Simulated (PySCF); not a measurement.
# Towards the basis-set limit for BeN

The task here is to estimate one member of a computed series from the others.

Computed with PySCF 2.14.0. Level: CCSD(T) on ROHF, no relativity in the base curves; scalar relativity is added as a correction.

The first run:

| Quantity | Value |
| --- | --- |
| molecule | BeN |
| state | quartet, unpaired electrons σ ↑, π ↑↑ |
| smaller basis | Be cc-pVTZ, N cc-pVTZ |
| larger basis | Be cc-pVQZ, N cc-pVQZ |
| frozen core orbitals | 2 |
| extrapolation | correlation as n⁻³ (n = 3, 4), Hartree–Fock as (n+1)·exp(−9√n) |
| corrections | core–valence correlation, scalar relativity |
| distances (Å) | 1.4194, 1.4839, 1.5484, 1.6129, 1.6775, 1.7581, 1.8388 |
| masses (u) | 9.0122, 14.0031 |
| dissociation limit | Be + N |

Started as:

```sh
$ OMP_NUM_THREADS=4 python comp.py task.json out
```

Steps of the session up to this table: Coupled cluster at each distance.

One table of the session follows, with a row left open; its other results are not shown here.

It belongs to the step «Coupled cluster at each distance». Parts of the energy along the bond, in eV from Be + N:

| R (Å) | HF/CBS | CCSD corr. | (T) | core–valence | relativity |
| --- | --- | --- | --- | --- | --- |
| 1.4194 | -0.649 | -0.394 | -0.0896 | -0.0387 | 0.0046 |
| 1.4839 | ? | ? | ? | ? | ? |
| 1.5484 | -0.995 | -0.431 | -0.1014 | -0.0235 | 0.0052 |
| 1.6129 | -0.994 | -0.454 | -0.1079 | -0.0178 | 0.0052 |
| 1.6775 | -0.918 | -0.480 | -0.1148 | -0.0131 | 0.0052 |
| 1.7581 | -0.750 | -0.518 | -0.1241 | -0.0083 | 0.0050 |
| 1.8388 | -0.530 | -0.562 | -0.1342 | -0.0045 | 0.0046 |

Q: Estimate the row for R (Å) = 1.4839 from the others.

Worked estimate for «HF/CBS». A straight line through the neighbours (1.4194, -0.649) and (1.5484, -0.995) gives -0.649 + (-0.995 + 0.649) × (1.4839 − 1.4194) / (1.5484 − 1.4194) = -0.822; a parabola fitted to 3 rows on both sides gives -0.880.

**Answer.** HF/CBS: -0.893; CCSD corr.: -0.411; (T): -0.0953; core–valence: -0.0303; relativity: 0.0049. In «HF/CBS» the line misses by +0.071 and the parabola by +0.013.
